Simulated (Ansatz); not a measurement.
# F3GeH3Sn, SMILES [F][Sn]([F])([F])[GeH3]: vertical spin-state energies

Computed with the Ansatz DFT code, driven from Python.

Interactive session:
```pycon
>>> import ansatz as az
>>> from ase import Atoms
>>> atoms = Atoms(['F', 'Sn', 'F', 'F', 'Ge', 'H', 'H', 'H'], positions=[
...     (-0.0708, -2.2892, 1.3958),
...     (0.7583, -0.9658, 0.2187),
...     (2.3432, -0.3063, 1.0663),
...     (1.3003, -1.8137, -1.4625),
...     (-0.8361, 1.019, -0.2617),
...     (-1.2082, 1.7288, 1.0941),
...     (-2.0987, 0.505, -0.9267),
...     (-0.0959, 2.0652, -1.1797),
... ])
>>> f3geh3sn = az.Crystal.molecule_from_ase(atoms)
>>> setup = f3geh3sn.calculation().basis(gaussian='def2-SVP').functional('B3LYP').accuracy('medium')
>>> found = {}
>>> for unpaired in [0, 2]:
...     r = setup.spin('collinear', total=unpaired).run(threads=1).report
...     s = unpaired / 2
...     found[unpaired] = r['free_energy_ev']
...     print(f'2S+1 = {unpaired + 1}: E = {found[unpaired]:.5f} eV, <S^2> = {abs(r["mean_field"]["state"]["spin_squared"]):.3f} (pure state {s * (s + 1):.2f})')
...
2S+1 = 1: E = -70540.89378 eV, <S^2> = 0.000 (pure state 0.00)
2S+1 = 3: E = -70536.08783 eV, <S^2> = 2.006 (pure state 2.00)
>>> lowest = min(found, key=found.get)
>>> for unpaired, e in found.items():
...     print(f'multiplicity {unpaired + 1}: {96.485332 * (e - found[lowest]):.1f} kJ/mol above the lowest')
...
multiplicity 1: 0.0 kJ/mol above the lowest
multiplicity 3: 463.7 kJ/mol above the lowest
```

In order: multiplicity 1 (+0.00 eV) and multiplicity 3 (+4.81 eV), all at the one geometry.

Notes:
- These settings explore the input space; basis and method may be short of convergence.
- The geometry is a force-field or estimated start, not a minimum of this method, and the basis set is short of its limit. All parts are taken at fixed geometry, without zero-point energy.
- def2 sets replace the cores of elements past krypton by effective core potentials.
- b3lyp holds the VWN-RPA fit, as in Gaussian; the form of ORCA and Turbomole is b3lyp5.
- Spin-orbit coupling, which mixes and shifts the spin states of heavy atoms, is left out.
- Hardware and time: 37 s on 1 thread of Arm Neoverse N1 (shared host), peak memory 0.5 GiB.

(Lines on the test bed's own set-up are left out of the output.)
